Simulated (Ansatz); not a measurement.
# C4H14BN: the cost of one run

The runs use Ansatz 0.2.0, Gaussian basis; BLYP/def2-SVP with D4 dispersion.

1 further run of the same task is left out (it didn't finish). Runs told in other sessions of the task aren't counted.

## Step 1: Structure used throughout

The geometry comes from an earlier relaxation with PBE0-D4 in a triple-zeta def2 set; it is a stationary point, not always the lowest conformer.

SMILES `C[BH-](C)[NH+](C)C`, 20 atoms, charge 0, spin multiplicity 1.

Atoms are counted from 1 here; the program's logs count them from 0.

Bond lengths: C1–B2 1.614 Å, C1–H7 1.095 Å, C1–H8 1.098 Å, C1–H9 1.099 Å, B2–C3 1.611 Å, B2–N4 1.666 Å, B2–H10 1.225 Å, C3–H11 1.095 Å, C3–H12 1.098 Å, C3–H13 1.096 Å, N4–C5 1.468 Å, N4–C6 1.467 Å, N4–H14 1.017 Å, C5–H15 1.089 Å, C5–H16 1.088 Å, C5–H17 1.093 Å, C6–H18 1.089 Å, C6–H19 1.093 Å and more. Angles: B2–C1–H7 109.1°, B2–C1–H8 114.3°, B2–C1–H9 114.1°, H7–C1–H8 105.9°, H7–C1–H9 105.7°, H8–C1–H9 107.2°, C1–B2–C3 114.3°, C1–B2–N4 106.9°, C1–B2–H10 111.5°, C3–B2–N4 109.7°, C3–B2–H10 112.5°, N4–B2–H10 101.0°, B2–C3–H11 108.2°, B2–C3–H12 113.9°, B2–C3–H13 115.2°, H11–C3–H12 105.7°, H11–C3–H13 105.6°, H12–C3–H13 107.4° and more.

## Step 2: Dynamics

The input, in.yaml:

```yaml
crystal:
  periodic: [false, false, false]
  atoms:
    - {symbol: C, position_ang: [-0.872973, -1.779057, -0.642108]}
    - {symbol: B, position_ang: [0.217584, -0.591508, -0.716580]}
    - {symbol: C, position_ang: [1.592004, -0.903782, 0.064269]}
    - {symbol: N, position_ang: [-0.499051, 0.766035, -0.068752]}
    - {symbol: C, position_ang: [-0.852651, 0.638196, 1.350282]}
    - {symbol: C, position_ang: [0.278274, 1.985682, -0.313767]}
    - {symbol: H, position_ang: [-0.524642, -2.622833, -1.246006]}
    - {symbol: H, position_ang: [-1.036517, -2.178753, 0.367193]}
    - {symbol: H, position_ang: [-1.857813, -1.509413, -1.049112]}
    - {symbol: H, position_ang: [0.407404, -0.228306, -1.871365]}
    - {symbol: H, position_ang: [2.082677, -1.748601, -0.430110]}
    - {symbol: H, position_ang: [1.450915, -1.211209, 1.108671]}
    - {symbol: H, position_ang: [2.326959, -0.090247, 0.058021]}
    - {symbol: H, position_ang: [-1.363299, 0.836016, -0.599340]}
    - {symbol: H, position_ang: [0.063508, 0.524879, 1.927795]}
    - {symbol: H, position_ang: [-1.466784, -0.249242, 1.487837]}
    - {symbol: H, position_ang: [-1.393108, 1.521454, 1.699623]}
    - {symbol: H, position_ang: [1.219663, 1.913893, 0.228650]}
    - {symbol: H, position_ang: [-0.265582, 2.872034, 0.023115]}
    - {symbol: H, position_ang: [0.493413, 2.054762, -1.378336]}
basis:
  gaussian: {orbitals: def2-SVP}
hamiltonian: {xc: {name: BLYP}, dispersion: d4}
md: {timestep: 2 fs, n_steps: 20, ensemble: nvt_nose_hoover, temperature: 1500, initial_velocities: maxwell_boltzmann, seed: 507}
```

Launch:

```console
$ ansatz run in.yaml --threads 4 --pin off --events-out ev --progress --plain --max-ram 11315MiB
```

**Question.** How long does this run take on 4 threads of Oxide Virtual Turin-like, shared host, and how much memory does it need?

About 42 s, with a peak of 0.91 GiB.
